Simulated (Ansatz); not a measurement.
# CH₄FGaO₂: up Jacob's ladder to CCSD(T)

How much do the methods differ for CH₄FGaO₂? The plan is to run it at one geometry with functionals of several rungs and with coupled cluster. The yardstick is the atomisation energy at the CCSD(T) limit.

Program: Ansatz 0.2.0, Gaussian basis. Level of theory: functionals in def2-TZVPP, the program's frozen cores in correlated methods. These are calculated values, not measurements.

The runs, in order: LDA (SPW92), PBE-D4, revPBE-D4, BLYP-D4, r2SCAN-D4, B97M-V, PBE0-D4, B3LYP-D4, r2SCANh-D4, r2SCAN0-D4, HSE06-D4, BHLYP-D4, CAM-B3LYP-D4, LC-ωPBE, ωB97X-V, ωB97M-V, B2PLYP, PBE-QIDH; CCSD(T)/def2-SVP; CCSD(T)/def2-TZVPP; MP2/def2-QZVPP; extrapolation to the limit; RPA on PBE.

### 1 The geometry

The geometry comes from an earlier relaxation with PBE0-D4 in a triple-zeta def2 set; it is a stationary point, not always the lowest conformer.

SMILES `C[O][Ga]([OH])[F]`, 9 atoms, charge 0, spin multiplicity 1.

Atoms are counted from 1 here; the program's logs count them from 0.

Bond lengths: C1–O2 1.414 Å, C1–H6 1.095 Å, C1–H7 1.094 Å, C1–H8 1.094 Å, O2–Ga3 1.762 Å, Ga3–O4 1.763 Å, Ga3–F5 1.743 Å, O4–H9 0.960 Å. Angles: O2–C1–H6 113.1°, O2–C1–H7 109.3°, O2–C1–H8 109.4°, H6–C1–H7 108.3°, H6–C1–H8 108.3°, H7–C1–H8 108.3°, C1–O2–Ga3 122.9°, O2–Ga3–O4 123.5°, O2–Ga3–F5 118.5°, O4–Ga3–F5 118.0°, Ga3–O4–H9 112.8°.

### 2 LDA

This LDA is Slater exchange with PW92 correlation.

Contents of in.yaml:

```yaml
crystal:
  periodic: [false, false, false]
  atoms:
    - {symbol: C, position_ang: [0.370123, 1.381624, 0.715661]}
    - {symbol: O, position_ang: [-0.131194, 0.059998, 0.713553]}
    - {symbol: Ga, position_ang: [-0.194976, -0.938015, -0.737319]}
    - {symbol: O, position_ang: [-0.823047, -2.584676, -0.758400]}
    - {symbol: F, position_ang: [0.394346, -0.268095, -2.235085]}
    - {symbol: H, position_ang: [0.732770, 1.705786, -0.265295]}
    - {symbol: H, position_ang: [1.197181, 1.453188, 1.428451]}
    - {symbol: H, position_ang: [-0.419144, 2.069344, 1.034330]}
    - {symbol: H, position_ang: [-1.126079, -2.879153, 0.104105]}
basis:
  gaussian: {orbitals: def2-TZVPP}
hamiltonian: {xc: lda}
output: {orbitals: {seedname: orbitals}}
```

On the command line:

```console
$ ansatz run in.yaml --threads 4 --pin off --events-out ev --progress --plain --max-ram 10444MiB
```

The runs that follow: PBE-D4 (GGA); revPBE-D4 (GGA); BLYP-D4 (GGA); r2SCAN-D4 (meta-GGA); B97M-V (meta-GGA); B3LYP-D4 (hybrid); r2SCANh-D4 (hybrid); r2SCAN0-D4 (hybrid); HSE06-D4 (hybrid); BHLYP-D4 (hybrid); CAM-B3LYP-D4 (range-separated); LC-ωPBE (range-separated); ωB97X-V (range-separated); ωB97M-V (range-separated); B2PLYP (double hybrid); PBE-QIDH (double hybrid); CCSD(T) in def2-SVP; CCSD(T) in def2-TZVPP; MP2 in def2-QZVPP; RPA on PBE orbitals.

Before running them: what should the planned runs give, taken together? Wanted: atomisation energy, CCSD(T)/CBS; farthest beyond LDA; mean size of error, GGA; mean size of error, meta-GGA; mean size of error, hybrid; mean size of error, range-separated; mean size of error, double hybrid; gap, smallest and largest; T1 diagnostic.

The runs gave:

```
                               quantity                                               value
        atomisation energy, CCSD(T)/CBS                                           34.489 eV
    functionals within 0.345 eV (1.0 %)  r2SCAN-D4, CAM-B3LYP-D4, LC-ωPBE, ωB97X-V, ωB97M-V
                    farthest beyond LDA                                BHLYP-D4 (-1.963 eV)
                mean size of error, GGA                                            0.493 eV
           mean size of error, meta-GGA                                            0.244 eV
             mean size of error, hybrid                                            0.860 eV
    mean size of error, range-separated                                            0.203 eV
      mean size of error, double hybrid                                            0.543 eV
              gap, smallest and largest           4.44 eV (LDA (SPW92)), 12.33 eV (LC-ωPBE)
                          T1 diagnostic                                              0.0142
triples share of the correlation energy                                               3.5 %
```

LDA overbinds by 5.414 eV (16 %). PBE-D4 misses by +0.439 eV. Double hybrids carry the basis error of their MP2 part in triple zeta, and no dispersion term here, so their miss is partly the set-up's. The rungs range-separated, meta-GGA miss on average by less than the doubt on the reference (0.345 eV), so they tie. Misses under about 0.345 eV are within the doubt on the reference itself, which lacks core-valence correlation, relativity and higher excitations, and its outer-core shells are covered unevenly. Hartree-Fock recovers 69 % of the binding; the rest is correlation. CCSD(T) in def2-SVP is off by -2.090 eV, more than most functionals: a good method in a small basis is no reference. Orbital gaps span 4.4 to 12.3 eV; exact exchange widens them. Correlated methods include outer-core shells of Ga, which these sets cover unevenly.
